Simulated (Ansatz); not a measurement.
This script makes an atomisation energy of CH6SeSi2, SMILES [SiH3][SiH]1C[Se]1 with Ansatz 0.2.0, Python API.

The script, `tae.py`:
```python
# -*- coding: utf-8 -*-
from collections import Counter

import ansatz as az

BASIS_SET = 'def2-TZVP'
LEVEL = 'mp2'


def single_point(molecule, charge=0, unpaired=0):
    calc = molecule.calculation().basis(gaussian=BASIS_SET).correlation(LEVEL)
    if charge:
        calc = calc.charge(charge)
    if unpaired:
        calc = calc.spin('collinear', total=unpaired)
    report = calc.run().report
    if report['published_state_doubts']:
        print('  doubts:', report['published_state_doubts'])
    return report['free_energy_ev']

ch6sesi2 = (
    az.Crystal.molecule()
    .atom('Si', [-1.0324, 1.2575, 0.2996])
    .atom('Si', [0.2019, -0.1481, -0.8249])
    .atom('C', [1.1645, -1.2341, 0.2377])
    .atom('Se', [-0.2248, -2.34, -0.2503])
    .atom('H', [-2.3788, 1.4135, -0.4065])
    .atom('H', [-1.2835, 0.8314, 1.6591])
    .atom('H', [-0.3944, 2.6182, 0.3276])
    .atom('H', [0.6721, 0.0322, -2.2282])
    .atom('H', [1.1976, -0.9249, 1.3635])
    .atom('H', [2.1609, -1.5569, -0.1746])
)

unpaired = {'Si': 2, 'C': 2, 'Se': 2, 'H': 1}
counts = Counter(site.symbol for site in ch6sesi2.cartesian_sites)
atom_energy = {s: single_point(az.Crystal.molecule().atom(s, (0, 0, 0)), 0, unpaired[s]) for s in counts}
whole = single_point(ch6sesi2, 0, 0)
for s, e in atom_energy.items():
    print(f'{s:2s} x{counts[s]}  {e:14.5f} eV')
print(f'CH6SeSi2: {whole:.5f} eV')
split = sum(counts[s] * e for s, e in atom_energy.items()) - whole
print(f'atomisation energy (no zero-point term): {split:.3f} eV, {split / sum(counts.values()):.3f} eV an atom')
```

What does it cost to take this molecule apart into atoms?

30.860 eV from the electronic energies, without the zero-point term.

The run itself:

```console
$ python tae.py
Si x2     -7861.52477 eV
C  x1     -1027.46354 eV
Se x1    -65308.43204 eV
H  x6       -13.60052 eV
CH6SeSi2: -82171.40819 eV
atomisation energy (no zero-point term): 30.860 eV, 3.086 eV an atom
```

Reading the output:
- Total energies depend on the basis set; only differences at equal settings carry meaning.
- The geometry is a force-field or estimated start, not a minimum of this method, and the basis set is short of its limit. All parts are taken at fixed geometry, without zero-point energy.
- The spin-orbit lowering of heavy atoms is left out.
- Run time: 9.8 s on 1 thread of Arm Neoverse V1 (shared host), peak memory 0.47 GiB.

(A comment or docstring line of the script was reworded after the run, the code is as it ran; lines on the test bed's own set-up are left out of the output.)
